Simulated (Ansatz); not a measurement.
This script drives Ansatz's Python interface.

`run_scan.py`:
```python
"""Potential curve of ClFH2NSn along one bond."""

import logging
import sys

import ansatz
import matplotlib.pyplot as plt
import numpy as np

logging.basicConfig(stream=sys.stdout, format="[%(levelname)s] %(message)s")
logger = logging.getLogger("run")
logger.setLevel(logging.INFO)

geometry = (
    ansatz.Crystal.molecule()
    .atom("N", [-0.2465, 1.0789, -0.4429])
    .atom("Sn", [-0.5565, -0.7181, 0.4369])
    .atom("F", [0.2848, -2.0796, -0.6491])
    .atom("Cl", [0.4777, -0.6699, 2.5858])
    .atom("H", [-0.6525, 1.0289, -1.449])
    .atom("H", [0.735, 1.2957, -0.5279])
)

symbols = [site.symbol for site in geometry.cartesian_sites]
start = np.array([site.position_ang for site in geometry.cartesian_sites])
axis = (start[4] - start[0]) / np.linalg.norm(start[4] - start[0])
moving = [4]
lengths, energies = [0.956, 0.999, 1.043, 1.086, 1.13, 1.173, 1.216, 1.282], []
for length in lengths:
    xyz = start.copy()
    xyz[moving] += (length - np.linalg.norm(start[4] - start[0])) * axis
    point = ansatz.Crystal.molecule()
    for symbol, place in zip(symbols, xyz):
        point = point.atom(symbol, place.tolist())
    job = (
        point.calculation()
        .basis(gaussian="def2-SVP")
        .functional("cam_b3lyp")
        .spin("collinear", total=1)
    )
    rep = job.run(threads=1, backend="cpu").report
    energies.append(rep["free_energy_ev"])
    logger.info(f"r = {length:6.3f} A  E = {energies[-1]:.5f} eV  <S^2> = {abs(rep['mean_field']['state']['spin_squared']):.3f}")

# quartic fit about the minimum
fit = np.polynomial.Polynomial.fit(lengths, np.array(energies) - min(energies), 4).convert()
roots = [r.real for r in fit.deriv().roots() if abs(r.imag) < 1e-9 and fit.deriv(2)(r.real) > 0]
r_e = min(roots, key=lambda r: abs(r - lengths[int(np.argmin(energies))]))
logger.info(f"minimum of the fit at {r_e:.4f} A, force constant {fit.deriv(2)(r_e):.2f} eV/A^2")
plt.figure(figsize=(4.5, 3))
plt.plot(lengths, np.array(energies) - min(energies), "o-")
plt.xlabel("bond length (A)")
plt.ylabel("E - E(min) (eV)")
plt.tight_layout()
plt.savefig("scan.png", dpi=100)
```

It is started by `python run_scan.py`. How long does it take on 1 thread of Arm Neoverse V1 (shared host), and how much memory does it need?

It took about 50 s, with a peak of 0.37 GiB, for 8 runs of the engine.

```console
$ python run_scan.py
[INFO] r =  0.956 A  E = -22585.82246 eV  <S^2> = 0.755
[INFO] r =  0.999 A  E = -22585.91998 eV  <S^2> = 0.755
[INFO] r =  1.043 A  E = -22585.92271 eV  <S^2> = 0.755
[INFO] r =  1.086 A  E = -22585.85337 eV  <S^2> = 0.755
[INFO] r =  1.130 A  E = -22585.72711 eV  <S^2> = 0.755
[INFO] r =  1.173 A  E = -22585.56351 eV  <S^2> = 0.755
[INFO] r =  1.216 A  E = -22585.37087 eV  <S^2> = 0.755
[INFO] r =  1.282 A  E = -22585.03711 eV  <S^2> = 0.755
[INFO] minimum of the fit at 1.0222 A, force constant 43.79 eV/A^2
```

What to keep in mind:
- Total energies depend on the basis set; only differences at equal settings carry meaning.
- The rest of the molecule is held rigid at a force-field or estimated start geometry, and the basis set is modest; single-reference methods fail as a bond breaks.
- def2 sets replace the cores of elements past krypton by effective core potentials.
- The species is open-shell (spin multiplicity 2).
- Spin-orbit coupling of the heavy open-shell atom is left out.

(Lines on the test bed's own set-up are left out of the output.)
